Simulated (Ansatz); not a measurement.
# PbF2 (cotunnite): the cost of one run

Method: DFT PBEsol, scalar-relativistic, plane waves, PAW, in Ansatz 0.2.0.

## Step 1: The structure to begin with

The structure is orthorhombic, space group Pnma (No. 62). The conventional cell has a = 6.457 Å, b = 3.907 Å, c = 7.666 Å, α = 90.00°, β = 90.00°, γ = 90.00°. Pb (site symmetry m) is surrounded by 7 F at 2.41 to 2.67 Å. Around F (site symmetry m) lie 4 Pb at 2.47 to 2.61 Å. F (site symmetry m) is surrounded by 3 Pb at 2.41 to 2.67 Å.

As a file:

```xyz
12
Lattice="6.4567 0.0000 0.0000 0.0000 3.9071 0.0000 0.0000 0.0000 7.6660" Properties=species:S:1:pos:R:3 pbc="T T T"
Pb    1.6400    0.9768    0.8180
Pb    4.8167    2.9303    6.8480
Pb    1.5883    2.9303    4.6510
Pb    4.8684    0.9768    3.0150
F     5.5528    0.9768    0.4983
F     0.9039    2.9303    7.1677
F     4.1323    2.9303    4.3313
F     2.3244    0.9768    3.3347
F     3.0346    0.9768    6.5161
F     3.4221    2.9303    1.1499
F     0.1937    2.9303    2.6831
F     6.2630    0.9768    4.9829
```

## Step 2: Cell and atoms relaxed at 9 GPa

input.yaml reads:

```yaml
crystal:
  lattice:
    - [6.4567, 0.0, 0.0]
    - [0.0, 3.9071, 0.0]
    - [0.0, 0.0, 7.666]
  atoms:
    - { symbol: Pb, position: [0.254, 0.25, 0.1067] }
    - { symbol: Pb, position: [0.746, 0.75, 0.8933] }
    - { symbol: Pb, position: [0.246, 0.75, 0.6067] }
    - { symbol: Pb, position: [0.754, 0.25, 0.3933] }
    - { symbol: F, position: [0.86, 0.25, 0.065] }
    - { symbol: F, position: [0.14, 0.75, 0.935] }
    - { symbol: F, position: [0.64, 0.75, 0.565] }
    - { symbol: F, position: [0.36, 0.25, 0.435] }
    - { symbol: F, position: [0.47, 0.25, 0.85] }
    - { symbol: F, position: [0.53, 0.75, 0.15] }
    - { symbol: F, position: [0.03, 0.75, 0.35] }
    - { symbol: F, position: [0.97, 0.25, 0.65] }
scf:
  occupations: { method: fixed }
output:
  forces: true
  stress: true
  eigenvalues: true
  write_density: true
  write_potential: true
  elf: true
  volumetric_format: npy
hamiltonian:
  xc: pbesol
basis:
  ecutwfc: 520
kpoints:
  mp_grid: { grid: [5, 8, 4] }
relax:
  f_tol: 0.003
  max_steps: 60
  cell: { stress_tol: 0.03, p_target: 9 }
```

Launch:

```bash
> ansatz run input.yaml --threads 4 --pin off --max-ram 10240MiB --backend cpu --events-out ev --progress --plain --runs-dir out
```

What time and memory should one allow on 4 threads of Intel Xeon at 2.70GHz, shared host?

About 2.8 min, with a peak of 1.1 GiB.
